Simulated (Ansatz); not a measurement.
# BBrF2H3N: the cost of one run

All numbers below are computed with Ansatz 0.2.0 (RKS PBE0/def2-SVP).

1 further run of the same task is left out (it didn't finish).

**1. The structure to begin with**

Bond lengths: B1–Br2 2.381 Å, B1–F3 1.312 Å, B1–F4 1.311 Å, B1–N6 1.803 Å, N6–H7 1.010 Å, N6–H8 1.010 Å. Angles: Br2–B1–F3 110.9°, Br2–B1–F4 110.5°, Br2–B1–N6 87.4°, F3–B1–F4 120.3°, F3–B1–N6 111.4°, F4–B1–N6 111.6°, B1–N6–H7 114.1°, B1–N6–H8 114.0°, H7–N6–H8 112.4°.

Structure file:

```xyz
8

B    -0.5147    0.3051   -0.7178
Br    1.6344   -0.3179   -1.5329
F    -1.4385   -0.5140   -1.1611
F    -0.6814    1.6026   -0.8084
H     1.2365   -0.5312    0.4088
N     0.0582   -0.1769    0.9221
H    -0.4403   -0.9603    1.3194
H     0.1458    0.5927    1.5699
```

**2. A restrained relaxation towards end A**

Springs on the bonds that form and break draw the guess towards this end; the thresholds are loose.

File input.yaml:

```yaml
crystal:
  periodic: [false, false, false]
  atoms:
    - { symbol: B, position_ang: [-0.5147, 0.3051, -0.7178] }
    - { symbol: Br, position_ang: [1.6344, -0.3179, -1.5329] }
    - { symbol: F, position_ang: [-1.4385, -0.514, -1.1611] }
    - { symbol: F, position_ang: [-0.6814, 1.6026, -0.8084] }
    - { symbol: H, position_ang: [1.2365, -0.5312, 0.4088] }
    - { symbol: "N", position_ang: [0.0582, -0.1769, 0.9221] }
    - { symbol: H, position_ang: [-0.4403, -0.9603, 1.3194] }
    - { symbol: H, position_ang: [0.1458, 0.5927, 1.5699] }
basis:
  gaussian: { orbitals: def2-SVP }
hamiltonian:
  xc: pbe0
relax:
  f_tol: 0.15
  max_steps: 25
  restrain:
    - { distance: [0, 5], at: 2.85, k: 30.0 }
    - { distance: [4, 1], at: 2.81, k: 30.0 }
    - { distance: [0, 1], at: 2.04, k: 30.0 }
    - { distance: [4, 5], at: 1.02, k: 30.0 }
```

Started as:

```sh
$ ansatz run input.yaml --threads 2 --pin off --max-ram 3072MiB --backend cpu --events-out ev --progress --plain --runs-dir out
```

**Question.** How long does this run take on 2 threads of AMD EPYC 9R45 (Zen 5), shared host, and how much memory does it need?

About 9.2 s, with a peak of 0.26 GiB.
